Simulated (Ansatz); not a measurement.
# LaAl2N3: the cost of one run

Method: DFT PBE, scalar-relativistic, plane waves, PAW, in Ansatz 0.2.0.

**1. Starting point**

It takes space group P-3m1 (No. 164, trigonal). Conventional cell: a = 3.164 Å, b = 3.164 Å, c = 7.904 Å, α = 90.00°, β = 90.00°, γ = 120.00°. La (site symmetry -3m) is surrounded by 6 N at 2.50 Å. Around Al (site symmetry 3m) lie 6 N at 2.12 to 2.17 Å. N (site symmetry -3m) has 6 Al at 2.17 Å as nearest neighbours. N (site symmetry 3m) has 3 Al at 2.12 Å and 3 La at 2.50 Å as nearest neighbours.

Coordinates:

```xyz
6
Lattice="3.1639 0.0000 0.0000 -1.5820 2.7400 0.0000 0.0000 0.0000 7.9042" Properties=species:S:1:pos:R:3 pbc="T T T"
La    0.0000    0.0000    0.0000
Al    0.0000    1.8267    5.1189
Al    1.5820    0.9133    2.7853
N     0.0000    0.0000    3.9521
N     0.0000    1.8267    1.7035
N     1.5820    0.9133    6.2007
```

It is the end of an earlier relaxation with the same method, from a database cell with other species swapped in; it is a trial structure. At a tolerance of 0.05 Å it has space group P-3m1 (No. 164); it has 11.42 Å³/atom, an uncorrected energy of -0.80 eV/atom over the elements.

**2. Static run: bands, density of states and charges**

input.yaml

```yaml
crystal:
  lattice:
    - [3.1639253102, 0.0, 0.0]
    - [-1.5819626551, 2.7400396943, 0.0]
    - [0.0, 0.0, 7.9042196481]
  atoms:
    - { symbol: La, position: [0.0, 0.0, 0.0] }
    - { symbol: Al, position: [0.3333333333, 0.6666666667, 0.6476180607] }
    - { symbol: Al, position: [0.6666666667, 0.3333333333, 0.3523819393] }
    - { symbol: "N", position: [0.0, 0.0, 0.5] }
    - { symbol: "N", position: [0.3333333333, 0.6666666667, 0.215520075] }
    - { symbol: "N", position: [0.6666666667, 0.3333333333, 0.784479925] }
basis:
  ecutwfc: 420
kpoints:
  mp_grid: { grid: [12, 12, 6] }
  band_path:
    path:
      - [[0.0, 0.0, 0.0], [0.5, 0.0, 0.0], [0.33333333, 0.33333333, 0.0], [0.0, 0.0, 0.0], [0.0, 0.0, 0.5], [0.5, 0.0, 0.5], [0.33333333, 0.33333333, 0.5], [0.0, 0.0, 0.5]]
      - [[0.5, 0.0, 0.5], [0.5, 0.0, 0.0]]
      - [[0.33333333, 0.33333333, 0.5], [0.33333333, 0.33333333, 0.0]]
    npoints: 14
hamiltonian:
  xc: pbe
scf:
  occupations: { method: gaussian, width: 0.1 }
  n_extra_bands: 15
output:
  forces: true
  stress: true
  eigenvalues: true
  populations: true
  dos: { projected: true, de: 0.02, nscf_kmesh: { grid: [15, 15, 8] } }
  bader: true
```

On the command line:

```console
$ ansatz run input.yaml --threads 1 --pin off --max-ram 2560MiB --backend cpu --events-out ev --progress --plain --runs-dir out
```

**Question.** How long does this run take on 1 thread of Intel Xeon Platinum 8488C (Sapphire Rapids), shared host, and how much memory does it need?

About 67 s, with a peak of 0.58 GiB.
